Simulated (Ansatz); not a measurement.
**CH8GaNSi: how energies converge with the basis set**

Aim: see how fast density functionals converge with the basis set for CH8GaNSi.

Method: one geometry, several basis sets; program: Ansatz 0.2.0, Gaussian basis.

Levels to be run: PBE0-D4/def2-SVP; ωB97M-V/def2-SVP; PBE0-D4/def2-QZVPP; ωB97M-V/def2-QZVPP; the functionals' def2-TZVPP values are taken from earlier runs.

### Step 1. The relaxed structure

The geometry comes from an earlier relaxation with PBE0-D4 in a triple-zeta def2 set; it is a stationary point, not always the lowest conformer.

SMILES `[CH3][GaH][NH][SiH3]`, 12 atoms, charge 0, spin multiplicity 1.

Atoms are counted from 1 here; the program's logs count them from 0.

Bond lengths: C1–Ga2 1.959 Å, C1–H5 1.094 Å, C1–H6 1.091 Å, C1–H7 1.092 Å, Ga2–N3 1.842 Å, Ga2–H8 1.565 Å, N3–Si4 1.722 Å, N3–H9 1.009 Å, Si4–H10 1.491 Å, Si4–H11 1.491 Å, Si4–H12 1.488 Å. Angles: Ga2–C1–H5 109.7°, Ga2–C1–H6 111.4°, Ga2–C1–H7 111.4°, H5–C1–H6 107.5°, H5–C1–H7 107.8°, H6–C1–H7 108.8°, C1–Ga2–N3 116.6°, C1–Ga2–H8 127.7°, N3–Ga2–H8 115.7°, Ga2–N3–Si4 128.3°, Ga2–N3–H9 116.1°, Si4–N3–H9 115.6°, N3–Si4–H10 112.1°, N3–Si4–H11 112.0°, N3–Si4–H12 109.3°, H10–Si4–H11 106.4°, H10–Si4–H12 108.4°, H11–Si4–H12 108.5°.

### Step 2. PBE0-D4 in def2-SVP

in.yaml

```yaml
crystal:
  periodic: [false, false, false]
  atoms:
    - {symbol: C, position_ang: [-1.356580, 1.389851, -0.534111]}
    - {symbol: Ga, position_ang: [-0.974468, 0.269447, 1.027309]}
    - {symbol: N, position_ang: [0.479156, -0.854579, 0.898619]}
    - {symbol: Si, position_ang: [1.564961, -1.047924, -0.423690]}
    - {symbol: H, position_ang: [-2.107697, 0.903113, -1.162557]}
    - {symbol: H, position_ang: [-1.755559, 2.361548, -0.238421]}
    - {symbol: H, position_ang: [-0.463123, 1.545765, -1.141484]}
    - {symbol: H, position_ang: [-1.767979, 0.201032, 2.374956]}
    - {symbol: H, position_ang: [0.663930, -1.435205, 1.703024]}
    - {symbol: H, position_ang: [2.285936, 0.216432, -0.747500]}
    - {symbol: H, position_ang: [0.858739, -1.459549, -1.670182]}
    - {symbol: H, position_ang: [2.572704, -2.089930, -0.085962]}
basis:
  gaussian: {orbitals: def2-SVP}
hamiltonian: {xc: pbe0, dispersion: d4}
output: {orbitals: {seedname: orbitals}}
```

Started as:

```bash
$ ansatz run in.yaml --threads 4 --pin off --events-out ev --progress --plain --max-ram 10444MiB
```

After this run come: ωB97M-V in def2-SVP; PBE0-D4 in def2-QZVPP; ωB97M-V in def2-QZVPP.

**Question.** What will the summary of the whole plan be? Wanted: PBE0-D4: double and triple zeta above quadruple; ωB97M-V: double and triple zeta above quadruple.

As calculated:

| quantity | value |
| --- | --- |
| PBE0-D4: double and triple zeta above quadruple | 14.25, 1.63 eV |
| ωB97M-V: double and triple zeta above quadruple | 14.34, 1.56 eV |

What this shows: PBE0-D4 gains 12.62 eV from double to triple zeta, then 1.63 eV more. Total energies overstate the basis error of differences, where much of it tends to cancel.
